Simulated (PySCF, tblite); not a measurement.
**CH₁₂AsNSi₃: geometry, infrared bands and NMR shifts**

What infrared bands and NMR shifts should CH₁₂AsNSi₃ (`CN([SiH3])[Si@@H]([SiH3])[AsH2]`) show?

Programs: tblite 0.8.0 and PySCF 2.14.0, with density-fitted response routines of our own. Each step states its level of theory. These are calculated values for one molecule in the gas phase, unless marked as measured. Atoms count from 0, in the outputs and in this text.

### Step 1. The molecule as given

18 atoms, charge 0, multiplicity 1; geometry from: force field or distance geometry start.

Bonds of the start (Å): C0–N1 1.44, N1–Si2 1.76, N1–Si3 1.77, Si3–Si4 2.21, Si3–As5 2.34, C0–H6 1.10, C0–H7 1.10, C0–H8 1.12, Si2–H9 1.48, Si2–H10 1.49, Si2–H11 1.46, Si3–H12 1.47, Si4–H13 1.45, Si4–H14 1.49, Si4–H15 1.48, As5–H16 1.56, As5–H17 1.56.

### Step 2. Relaxing the molecule with GFN2-xTB

Job settings and geometry (Å):

```
{"job": {"kind": "relax", "xc": "GFN2-xTB", "basis": "xTB"}, "charge": 0, "multiplicity": 1}
C     -1.588000    -1.559200    -0.425300
N     -0.788000    -0.723000     0.437500
Si    -1.653200     0.773700     0.769000
Si     0.827600    -0.494200    -0.258600
Si     1.208700     1.560300    -0.974000
As     2.413100    -1.172800     1.317100
H     -1.275500    -2.616200    -0.424100
H     -1.630300    -1.177800    -1.457300
H     -2.635000    -1.483500    -0.026000
H     -1.630000     1.130600     2.204000
H     -3.085400     0.576800     0.392300
H     -1.125200     1.848600    -0.063300
H      1.032000    -1.395600    -1.401400
H      1.134200     2.525400     0.109600
H      0.128700     1.918900    -1.928400
H      2.499900     1.682500    -1.677900
H      3.859900    -1.021300     0.742300
H      2.298100    -0.366800     2.652800
```

On the command line:

```
$ OMP_NUM_THREADS=1 python probes_run.py task.json out
```

The driver reads the jobs from task.json and runs them one after another.

Log:

```text
step      E/eV     max force
  0    -509.14001    2.258
  1    -509.37879    2.079
  2    -509.75281    1.528
  3    -509.97247    1.333
  4    -510.13625    1.118
  5    -510.21971    0.712
  6    -510.28451    0.506
  7    -510.31274    0.523
  8    -510.34707    0.597
  9    -510.38391    0.563
 10    -510.41387    0.402
 11    -510.43851    0.381
 12    -510.46296    0.401
 13    -510.48498    0.438
 14    -510.51067    0.460
 15    -510.53721    0.531
 16    -510.55718    0.399
 17    -510.56792    0.196
 18    -510.57480    0.238
 19    -510.58258    0.260
 20    -510.59163    0.309
 21    -510.60083    0.299
 22    -510.60993    0.253
 23    -510.61903    0.262
 24    -510.62894    0.276
 25    -510.64177    0.396
 26    -510.65499    0.367
 27    -510.66381    0.210
 28    -510.66951    0.177
 29    -510.67531    0.187
 30    -510.68279    0.288
 31    -510.69149    0.361
 32    -510.69904    0.289
 33    -510.70376    0.145
 34    -510.70609    0.132
 35    -510.70784    0.103
 36    -510.70981    0.125
 37    -510.71202    0.150
 38    -510.71442    0.132
 39    -510.71655    0.123
 40    -510.71799    0.128
 41    -510.71902    0.095
 42    -510.71963    0.064
 43    -510.72025    0.055
 44    -510.72074    0.060
 45    -510.72156    0.071
 46    -510.72233    0.077
 47    -510.72317    0.063
 48    -510.72396    0.071
 49    -510.72478    0.070
 50    -510.72566    0.079
 51    -510.72668    0.086
 52    -510.72796    0.107
 53    -510.72969    0.150
 54    -510.73178    0.153
 55    -510.73382    0.107
 56    -510.73551    0.098
 57    -510.73696    0.092
 58    -510.73853    0.112
 59    -510.74017    0.105
 60    -510.74153    0.068
 61    -510.74240    0.108
 62    -510.74343    0.108
 63    -510.74473    0.096
 64    -510.74921    0.126
 65    -510.75113    0.111
 66    -510.75370    0.116
 67    -510.75442    0.088
 68    -510.75520    0.060
 69    -510.75576    0.055
 70    -510.75676    0.078
 71    -510.75758    0.089
 72    -510.75898    0.072
 73    -510.76002    0.054
 74    -510.76066    0.051
 75    -510.76111    0.053
 76    -510.76168    0.059
 77    -510.76231    0.109
 78    -510.76319    0.077
 79    -510.76395    0.069
 80    -510.76501    0.065
 81    -510.76592    0.077
 82    -510.76714    0.068
 83    -510.76782    0.053
 84    -510.76823    0.054
 85    -510.76859    0.055
 86    -510.76927    0.074
 87    -510.77039    0.110
 88    -510.77178    0.117
 89    -510.77273    0.065
 90    -510.77312    0.038
 91    -510.77338    0.031
 92    -510.77362    0.039
 93    -510.77399    0.055
 94    -510.77449    0.054
 95    -510.77501    0.056
 96    -510.77542    0.048
 97    -510.77568    0.032
 98    -510.77587    0.034
 99    -510.77606    0.034
100    -510.77630    0.033
101    -510.77662    0.033
102    -510.77692    0.032
103    -510.77713    0.026
104    -510.77724    0.026
105    -510.77735    0.033
106    -510.77751    0.030
107    -510.77783    0.040
108    -510.77805    0.042
109    -510.77824    0.036
110    -510.77840    0.030
111    -510.77865    0.035
112    -510.77904    0.050
113    -510.77969    0.083
114    -510.78060    0.100
115    -510.78151    0.082
116    -510.78203    0.043
117    -510.78220    0.034
118    -510.78233    0.034
119    -510.78248    0.031
120    -510.78289    0.031
121    -510.78305    0.033
122    -510.78323    0.026
123    -510.78332    0.026
124    -510.78345    0.024
125    -510.78359    0.025
126    -510.78371    0.027
127    -510.78381    0.030
128    -510.78391    0.025
129    -510.78402    0.024
130    -510.78412    0.023
131    -510.78418    0.014
132    -510.78421    0.012
133    -510.78423    0.010
134    -510.78425    0.009
```

It took 1.1 s on 1 thread of Arm Neoverse V2, shared host; peak memory 0.18 GiB.

The steps of the relaxation: (not every step is listed)

| step | energy from step 0 (eV) | largest force (eV/Å) |
| --- | --- | --- |
| 0 | 0.0000 | 2.2575 |
| 1 | -0.2388 | 2.0789 |
| 2 | -0.6128 | 1.5283 |
| 3 | -0.8325 | 1.3330 |
| 4 | -0.9962 | 1.1178 |
| 5 | -1.0797 | 0.7120 |
| 6 | -1.1445 | 0.5062 |
| 7 | -1.1727 | 0.5234 |
| 8 | -1.2071 | 0.5967 |
| 20 | -1.4516 | 0.3093 |
| 32 | -1.5590 | 0.2888 |
| 44 | -1.5807 | 0.0600 |
| 56 | -1.5955 | 0.0976 |
| 68 | -1.6152 | 0.0603 |
| 80 | -1.6250 | 0.0648 |
| 92 | -1.6336 | 0.0386 |
| 104 | -1.6372 | 0.0265 |
| 116 | -1.6420 | 0.0426 |
| 128 | -1.6439 | 0.0250 |
| 129 | -1.6440 | 0.0242 |
| 130 | -1.6441 | 0.0227 |
| 131 | -1.6442 | 0.0145 |
| 132 | -1.6442 | 0.0118 |
| 133 | -1.6442 | 0.0100 |
| 134 | -1.6442 | 0.0086 |

Distances of close pairs at the start and the end, largest changes first:

| bond | before (Å) | after (Å) | change (Å) |
| --- | --- | --- | --- |
| Si3–Si4 | 2.209 | 2.317 | +0.108 |
| As5–H16 | 1.564 | 1.501 | -0.063 |
| As5–H17 | 1.564 | 1.503 | -0.061 |
| C0–H8 | 1.123 | 1.089 | -0.035 |
| N1–Si2 | 1.760 | 1.728 | -0.033 |
| Si2–H10 | 1.494 | 1.464 | -0.030 |
| Si4–H14 | 1.485 | 1.464 | -0.021 |
| Si3–H12 | 1.470 | 1.489 | +0.019 |

The end geometry stands in the next job.

### Step 3. Vibrational analysis with GFN2-xTB

Job settings and geometry (Å):

```
{"job": {"kind": "ir", "xc": "GFN2-xTB", "basis": "xTB"}, "charge": 0, "multiplicity": 1}
C     -1.496756    -1.731051    -0.200382
N     -0.935643    -0.400435    -0.176508
Si    -1.767665     0.745414     0.812977
Si     0.784110    -0.348574    -0.534373
Si     1.446156     1.800271    -1.093972
As     1.914729    -1.439093     1.219174
H     -1.127956    -2.340209     0.637628
H     -1.223958    -2.234783    -1.128788
H     -2.582621    -1.690694    -0.134707
H     -1.682278     0.411141     2.245684
H     -3.169852     0.713034     0.393171
H     -1.130690     2.033951     0.552935
H      0.875118    -1.237204    -1.725697
H      1.675989     2.649530     0.081633
H      0.567882     2.552203    -1.992084
H      2.748024     1.720110    -1.769110
H      3.251205    -0.981211     0.710701
H      1.845446    -0.216085     2.090062
```

Log:

```text
mode    cm-1     km/mol
  1      18.9      0.26
  2      66.1      0.51
  3      74.8      0.18
  4      81.3      1.71
  5      88.2      0.55
  6     110.5      0.80
  7     136.1      1.63
  8     156.5      1.40
  9     244.6      5.58
 10     246.1      8.15
 11     284.4      9.77
 12     336.9      3.80
 13     425.0     22.25
 14     440.1     24.45
 15     483.4      9.66
 16     558.6     65.64
 17     564.9      9.11
 18     581.5    225.57
 19     607.8     25.30
 20     627.2     31.57
 21     678.0    188.13
 22     712.0    186.29
 23     757.1    179.99
 24     781.6    413.68
 25     798.5    300.20
 26     812.4     65.63
 27     816.5    332.61
 28     823.8    213.15
 29     927.9    300.90
 30    1005.6    145.15
 31    1100.3      9.78
 32    1137.8    104.40
 33    1178.7    101.25
 34    1429.3      0.02
 35    1499.2      3.72
 36    1501.0      3.73
 37    1899.9    561.90
 38    1915.5    589.70
 39    2007.3    399.87
 40    2156.6    311.13
 41    2204.1    449.13
 42    2209.6    205.65
 43    2243.2    141.45
 44    2246.4    439.81
 45    2272.9    308.66
 46    2848.1     71.48
 47    2973.5     31.98
 48    3001.8     41.98
```

Wall time 0.73 s (1 thread of Arm Neoverse V2, shared host); peak memory 0.18 GiB.

The strongest bands and the atoms that carry them (share of the mass-weighted mode):

| cm⁻¹ | km/mol | atoms |
| --- | --- | --- |
| 782 | 413.7 | H13 30 %, H14 29 %, H15 19 % |
| 816 | 332.6 | H13 21 %, H10 19 %, H9 17 %, H15 16 % |
| 1900 | 561.9 | H17 97 % |
| 1916 | 589.7 | H16 97 % |
| 2007 | 399.9 | H12 96 % |
| 2157 | 311.1 | H9 95 % |
| 2204 | 449.1 | H13 64 %, H15 31 % |
| 2246 | 439.8 | H10 86 % |

### Step 4. Shielding tensors: PBE0/pcSseg-1

Settings changed since step 3:

```diff
@@ -1,2 +1,2 @@
-{"job": {"kind": "ir", "xc": "GFN2-xTB", "basis": "xTB"}, "charge": 0, "multiplicity": 1}
+{"job": {"kind": "nmr", "xc": "PBE0", "basis": "pcSseg-1"}, "charge": 0, "multiplicity": 1}
 C     -1.496756    -1.731051    -0.200382
```

With the program's defaults for keys left out, this is: GIAO PBE0/pcSseg-1 NMR shielding, non-relativistic, gas phase.

Log:

```text
coarse grid: 66536 points
cycle   1  E = -3203.3664347548  dE = -6.324e-01  |g| = 7.618e-01  |ddm| = 3.851e+00
cycle   2  E = -3203.3229442539  dE =  4.349e-02  |g| = 7.381e-01  |ddm| = 1.027e+00
cycle   3  E = -3203.4012011638  dE = -7.826e-02  |g| = 2.430e-01  |ddm| = 8.769e-01
cycle   4  E = -3203.4139422540  dE = -1.274e-02  |g| = 4.216e-02  |ddm| = 2.476e-01
cycle   5  E = -3203.4141572122  dE = -2.150e-04  |g| = 8.898e-03  |ddm| = 4.252e-02
cycle   6  E = -3203.4141748480  dE = -1.764e-05  |g| = 2.051e-03  |ddm| = 1.296e-02
cycle   7  E = -3203.4141759037  dE = -1.056e-06  |g| = 4.622e-04  |ddm| = 2.514e-03
final grid: 135520 points
cycle   8  E = -3203.4141522097  dE = -8.124e-08  |g| = 4.816e-04  |ddm| = 2.162e-03
cycle   9  E = -3203.4141521996  dE =  1.008e-08  |g| = 5.606e-04  |ddm| = 9.444e-04
cycle  10  E = -3203.4141522501  dE = -5.046e-08  |g| = 3.653e-05  |ddm| = 4.982e-04
cycle  11  E = -3203.4141522504  dE = -3.361e-10  |g| = 1.461e-05  |ddm| = 6.107e-05
converged SCF energy = -3203.4141522504

GIAO shielding tensors (ppm)
atom      isotropic    diamagn.    paramagn.     s11        s22        s33       span
  0 C      146.189     243.714     -97.525    123.096    128.750    186.719     63.623
  1 N      258.160     329.568     -71.409    238.788    255.484    280.206     41.418
  2 Si     397.529     882.062    -484.532    346.554    369.257    476.777    130.223
  3 Si     354.129     881.451    -527.322    293.262    328.392    440.734    147.472
  4 Si     458.094     880.979    -422.884    433.983    459.674    480.626     46.643
  5 As    1986.679    2880.108    -893.429   1823.712   1974.964   2161.363    337.652
  6 H       28.526      29.238      -0.711     23.062     28.216     34.301     11.239
  7 H       28.806      29.174      -0.367     24.597     26.279     35.542     10.945
  8 H       28.911      29.108      -0.197     23.972     26.785     35.975     12.004
  9 H       27.102      30.591      -3.489     22.988     25.821     32.498      9.510
 10 H       27.189      30.425      -3.236     23.485     24.909     33.172      9.687
 11 H       27.118      31.873      -4.755     22.567     27.743     31.043      8.476
 12 H       26.164      30.507      -4.343     23.115     24.608     30.768      7.652
 13 H       28.075      30.098      -2.023     25.136     26.467     32.621      7.486
 14 H       27.972      29.652      -1.680     24.278     25.692     33.945      9.666
 15 H       28.247      29.290      -1.043     24.685     26.128     33.928      9.243
 16 H       30.284      30.191       0.093     23.221     24.677     42.954     19.733
 17 H       30.040      31.313      -1.273     22.852     25.481     41.787     18.935
```

Wall time 48 s (1 thread of Arm Neoverse V2, shared host); peak memory 1.1 GiB.

Shifts follow as δ = σ(reference) − σ, with reference shieldings (ppm) from runs at the same level and on the same kind of geometry: 1H TMS 31.72, 13C TMS 186.9, 29Si TMS 349.2, 15N NH3 267.7, 75As AsH3 1989. The references are single molecules in the gas phase, so shifts against H2O, NH3, PH3, H3PO4 or CFCl3 are not on the usual liquid scales and can be off by tens of ppm. Shifts against hydride references such as AlH4− lie on their own scale. Atoms listed in one row are averaged.

| atoms | environment | σ (ppm) | δ (ppm) |
| --- | --- | --- | --- |
| C0 | methyl carbon bonded to N | 146.2 | 40.7 |
| H12 | hydrogen on a silicon bonded to As, N, Si | 26.16 | 5.55 |
| H9, H10, H11 | hydrogen on a silicon bonded to N | 27.14 | 4.58 |
| H13, H14, H15 | hydrogen on a silicon bonded to Si | 28.10 | 3.62 |
| H6, H7, H8 | hydrogen on a methyl carbon bonded to N | 28.75 | 2.97 |
| H16, H17 | hydrogen on an arsenic bonded to Si | 30.16 | 1.55 |
| N1 | nitrogen bonded to C, 2 Si | 258.2 | 9.6 |
| Si3 | silicon bonded to As, N, Si, H | 354.1 | -5.0 |
| Si2 | silicon bonded to N, 3 H | 397.5 | -48.4 |
| Si4 | silicon bonded to Si, 3 H | 458.1 | -108.9 |
| As5 | arsenic bonded to Si, 2 H | 1987 | 2 |

Charges from the same density, by scheme (e):

| atoms | Mulliken | IAO | Hirshfeld | ESP fit |
| --- | --- | --- | --- | --- |
| C0 | -0.08 | -0.30 | -0.07 | -0.33 |
| N1 | -0.91 | -0.76 | -0.27 | -0.34 |
| Si2 | 0.62 | 0.74 | 0.34 | 0.42 |
| Si3 | 0.52 | 0.53 | 0.24 | 0.33 |
| Si4 | 0.17 | 0.27 | 0.20 | 0.00 |
| As5 | -0.34 | -0.06 | 0.04 | -0.21 |

Mayer bond orders: C0–N1 0.94, N1–Si2 0.95, N1–Si3 0.89, Si3–Si4 0.91, Si3–As5 0.90.

The fields below are evaluated on a grid from the run's orbitals.

Frontier orbitals at PBE0/pcSseg-1, with the share of their density that lies nearest to each atom:

| orbital | energy (eV) | lies on |
| --- | --- | --- |
| HOMO | -6.73 | N1 42 %; As5 20 %; Si3 7 % |
| LUMO | -0.53 | Si3 20 %; As5 12 %; Si4 10 % |

ELF in a plane through or near 5 of the atoms.

Ten even steps from ' ' (0.00) to '@' (1.00):
```
                                                        
                                                        
                                                        
                                    ..--::              
              ..--++--      ..    --%%@@@@##..          
            ..--**%%##::    ......++@@@@@@@@==          
            ..--++####--      ....==@@@@@@%%--          
        ..----  --::..==..  ..==++::::--..              
      ::##@@%%  %%##::%%++..++%%%%**    ::--..          
      ++@@@@@@##..--@@@@==--%%::::##--##@@@@@@..        
      ==@@@@@@##==%%@@::++::%%**++%%==%%@@@@@@::        
        ==**==....====..##**========::--####**          
                  ..----....::  ..**%%%%==..            
                    ..--====..    ++%%%%++..            
                ........::::..    ..++++--              
              ..::..  ....::..                          
                        ......                          
                                                        
                                                        
                                                        
```
The map spans 12.2 Å across and 10.3 Å up, centred on the molecule. Atoms in the plane (x, y in Å): C0 (2.1, -0.7), N1 (1.0, 0.1), Si3 (-0.6, -0.6), Si4 (-2.3, 0.9), H8 (3.0, -0.1).

On the surface of density 0.002 e/bohr³ the electrostatic potential runs, from the 1st to the 99th percentile, from -0.55 V near N1 to 1.09 V near H11.

### Step 5. Outcome

```
                                                              quantity                             value
                             strongest single infrared mode (GFN2-xTB)             1916 cm⁻¹, 590 km/mol
                                          zero-point energy (GFN2-xTB)                     71.6 kcal/mol
                                13C shifts against TMS (PBE0/pcSseg-1)                          40.7 ppm
1H shifts against TMS (PBE0/pcSseg-1, means over atoms taken as alike)  5.55, 4.58, 3.62, 2.97, 1.55 ppm
                                15N shifts against NH3 (PBE0/pcSseg-1)                           9.6 ppm
                               29Si shifts against TMS (PBE0/pcSseg-1)           -5.0, -48.4, -108.9 ppm
                              75As shifts against AsH3 (PBE0/pcSseg-1)                             2 ppm
                                 surface potential, 1st and 99th percentile                -0.55 V and 1.09 V
```

What this shows: Relaxing lowered the energy by 1.644 eV in 134 steps; the close pair that moved most is Si3–Si4, from 2.209 to 2.317 Å. All 48 modes are real, so the xTB geometry is a minimum. The strongest single mode, at 1916 cm⁻¹, moves mainly H16. Unscaled tight-binding wavenumbers are off by several per cent, some by more. Its intensities can rank the bands wrongly. At PBE0/pcSseg-1: Shielding is most anisotropic at As5 (span 338 ppm, paramagnetic term -893 ppm). By nearest atom (PBE0/pcSseg-1), the HOMO sits on N1 42 %; As5 20 % and the LUMO on Si3 20 %; As5 12 %. Spin-orbit coupling is left out, which matters for shieldings and couplings at and beside the heavy atoms.
